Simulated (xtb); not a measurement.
# GFN1-xTB run of CH10SeSi3 (SMILES [SiH3][Se]C([SiH3])[SiH3])

Wanted: an optimisation with harmonic vibrations of CH10SeSi3. 

The results are computed with xtb 6.7.1.

9 further runs of the same task are left out: 9 set aside as unsound or not needed.

## Step 1: The structure to begin with

CH10SeSi3 has 15 atoms, charge 0, and is taken as a singlet. As SMILES, `[SiH3][Se]C([SiH3])[SiH3]`. The shape comes from GFN2-xTB, which is rough for such elements, and wasn't checked as a minimum. This is one conformer, not always the lowest. The run starts from this shape.

Bond lengths: Si1–Se2 2.263 Å, Se2–C3 2.002 Å, C3–Si4 1.904 Å, C3–Si5 1.909 Å, Si1–H6 1.463 Å, Si1–H7 1.456 Å, Si1–H8 1.462 Å, C3–H9 1.092 Å, Si4–H10 1.461 Å, Si4–H11 1.465 Å, Si4–H12 1.466 Å, Si5–H13 1.464 Å, Si5–H14 1.465 Å, Si5–H15 1.461 Å. Some angles: Si1–Se2–C3 99.1°, Se2–C3–Si4 109.3°, Se2–C3–Si5 107.6°, Si4–C3–Si5 115.8°, Se2–Si1–H6 108.2°, Se2–Si1–H7 104.5°, Se2–Si1–H8 110.8°, Se2–C3–H9 104.6°, Si4–C3–H9 110.1°, Si5–C3–H9 108.8°.

## Step 2: An optimisation with harmonic vibrations at GFN1-xTB

Contents of mol.xyz:

```xyz
15

Si    -1.920610     0.900780     1.793930
Se    -1.087730     1.232480    -0.283520
C      0.492800     0.007160    -0.190540
Si    -0.046950    -1.756070    -0.666040
Si     1.876020     0.768800    -1.262640
H     -0.852530     1.153980     2.761470
H     -3.001930     1.868770     1.910740
H     -2.401690    -0.471400     1.948570
H      0.802230     0.036230     0.856460
H     -0.533270    -1.749260    -2.043250
H      1.121040    -2.627800    -0.521360
H     -1.107180    -2.204680     0.241280
H      2.204340     2.096810    -0.741770
H      3.039910    -0.115290    -1.156690
H      1.415540     0.859480    -2.646640
```

The run is started by

```sh
$ xtb mol.xyz --ohess vtight --gfn 1 --chrg 0 --uhf 0 -P 1 | tee mol.out
```

**Question.** What will come out? Wanted: total energy at the end; dipole moment; HOMO energy; LUMO energy; HOMO–LUMO gap; dispersion energy; lowest harmonic wavenumber; highest harmonic wavenumber; zero-point energy.

**Answer.** As computed:

Level: GFN1-xTB.

```
                   quantity          value
    total energy at the end   -16.47055 Eh
              dipole moment         1.37 D
                HOMO energy      -11.27 eV
                LUMO energy       -7.10 eV
              HOMO–LUMO gap        4.17 eV
          dispersion energy  -20.16 kJ/mol
 lowest harmonic wavenumber        26 cm⁻¹
highest harmonic wavenumber      2913 cm⁻¹
          zero-point energy   234.9 kJ/mol
```

What this shows: At the final geometry: Bond lengths: Si1–Se2 2.219 Å, Se2–C3 2.050 Å, C3–Si4 1.889 Å, C3–Si5 1.889 Å, Si1–H6 1.454 Å, Si1–H7 1.452 Å, Si1–H8 1.454 Å, C3–H9 1.098 Å, Si4–H10 1.449 Å, Si4–H11 1.460 Å, Si4–H12 1.450 Å, Si5–H13 1.450 Å, Si5–H14 1.460 Å, Si5–H15 1.449 Å. Some angles: Si1–Se2–C3 96.8°, Se2–C3–Si4 92.7°, Se2–C3–Si5 92.5°, Si4–C3–Si5 126.1°, Se2–Si1–H6 113.4°, Se2–Si1–H7 106.4°, Se2–Si1–H8 113.3°, Se2–C3–H9 109.7°, Si4–C3–H9 114.2°, Si5–C3–H9 114.1°. All 39 modes are real, though the softest (26 cm⁻¹) is within numerical noise.
